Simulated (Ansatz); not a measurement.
# TiNb3B: the cost of one run

Program: Ansatz 0.2.0. Level of theory: DFT PBE, scalar-relativistic, plane waves, PAW. These are calculated values, not measurements.

### 1 The system as given

The structure is cubic, space group Pm-3m (No. 221). The conventional cell has a = 4.190 Å, b = 4.190 Å, c = 4.190 Å, α = 90.00°, β = 90.00°, γ = 90.00°. Around Ti (site symmetry m-3m) lie 12 Nb at 2.96 Å. Nb (site symmetry 4/mmm) has 2 B at 2.09 Å as nearest neighbours. Around B (site symmetry m-3m) lie 6 Nb at 2.09 Å.

Structure file:

```cif
data_structure
_symmetry_space_group_name_H-M 'P 1'
_symmetry_Int_Tables_number 1
_cell_length_a 4.1898
_cell_length_b 4.1898
_cell_length_c 4.1898
_cell_angle_alpha 90.000
_cell_angle_beta 90.000
_cell_angle_gamma 90.000
_cell_volume 73.55
loop_
_atom_site_label
_atom_site_type_symbol
_atom_site_fract_x
_atom_site_fract_y
_atom_site_fract_z
_atom_site_occupancy
Ti1 Ti 0.00000 0.00000 0.00000 1
Nb1 Nb 0.00000 0.50000 0.50000 1
Nb2 Nb 0.50000 0.00000 0.50000 1
Nb3 Nb 0.50000 0.50000 0.00000 1
B1 B 0.50000 0.50000 0.50000 1
```

The cell is invented: random cell by space group and Wyckoff sites (Pm-3m, No. 221). The dimensions are guesses.

### 2 Probe: one point on a coarse mesh

File input.yaml:

```yaml
crystal:
  lattice:
    - [4.18978187, 0.0, 0.0]
    - [0.0, 4.18978187, 0.0]
    - [0.0, 0.0, 4.18978187]
  atoms:
    - { symbol: Ti, position: [0.0, 0.0, 0.0] }
    - { symbol: Nb, position: [0.0, 0.5, 0.5] }
    - { symbol: Nb, position: [0.5, 0.0, 0.5] }
    - { symbol: Nb, position: [0.5, 0.5, 0.0] }
    - { symbol: B, position: [0.5, 0.5, 0.5] }
basis:
  ecutwfc: 420
kpoints:
  mp_grid: { grid: [4, 4, 4] }
hamiltonian:
  xc: pbe
scf:
  occupations: { method: gaussian, width: 0.1 }
  lower_state_search: "off"
output:
  forces: true
  stress: true
  eigenvalues: true
```

The run is started by

```bash
ansatz run input.yaml --threads 1 --pin off --max-ram 2560MiB --backend cpu --events-out ev --progress --plain --runs-dir out
```

Q: Estimate wall time and peak memory on 1 thread of AMD EPYC 7R43 (Zen 3), shared host.

About 1.2 s, with a peak of 0.39 GiB.
